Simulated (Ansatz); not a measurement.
# As2Se: the cost of one run

Computed with Ansatz 0.2.0 (DFT PBE, scalar-relativistic, plane waves, PAW, unless a step's input says otherwise).

### 1 The system as given

The structure is trigonal, space group R-3m (No. 166). The conventional cell has a = 3.698 Å, b = 3.698 Å, c = 17.479 Å, α = 90.00°, β = 90.00°, γ = 120.00°. Around As (site symmetry 3m) lie 3 Se at 2.58 Å. Around Se (site symmetry -3m) lie 6 As at 2.58 Å.

Coordinates:

```xyz
3
Lattice="1.8490 1.0675 5.8263 -1.8490 1.0675 5.8263 0.0000 -2.1351 5.8263" Properties=species:S:1:pos:R:3 pbc="T T T"
As    0.0000    0.0000    4.3698
As    0.0000    0.0000   13.1093
Se    0.0000    0.0000    0.0000
```

Recipe of the guess: species swapped into a database cell of CdBr2 (R-3m, No. 166), with Se on the Cd sites and As on the Br sites. The dimensions are guesses.

### 2 Probe: one point on a coarse mesh

input.yaml reads:

```yaml
crystal:
  lattice:
    - [1.8490166, 1.06753023, 5.8263498]
    - [-1.8490166, 1.06753023, 5.8263498]
    - [0.0, -2.13506046, 5.8263498]
  atoms:
    - { symbol: As, position: [0.25, 0.25, 0.25] }
    - { symbol: As, position: [0.75, 0.75, 0.75] }
    - { symbol: Se, position: [0.0, 0.0, 0.0] }
basis:
  ecutwfc: 420
kpoints:
  mp_grid: { grid: [6, 6, 6] }
hamiltonian:
  xc: pbe
scf:
  occupations: { method: gaussian, width: 0.1 }
  lower_state_search: "off"
output:
  forces: true
  stress: true
  eigenvalues: true
```

Command:

```bash
> ansatz run input.yaml --threads 1 --pin off --max-ram 2560MiB --backend cpu --events-out ev --progress --plain --runs-dir out
```

**Question.** How long does this run take on 1 thread of Intel Xeon at 2.50GHz (Skylake/Cascade Lake), shared host, and how much memory does it need?

About 5.1 s, with a peak of 0.39 GiB.
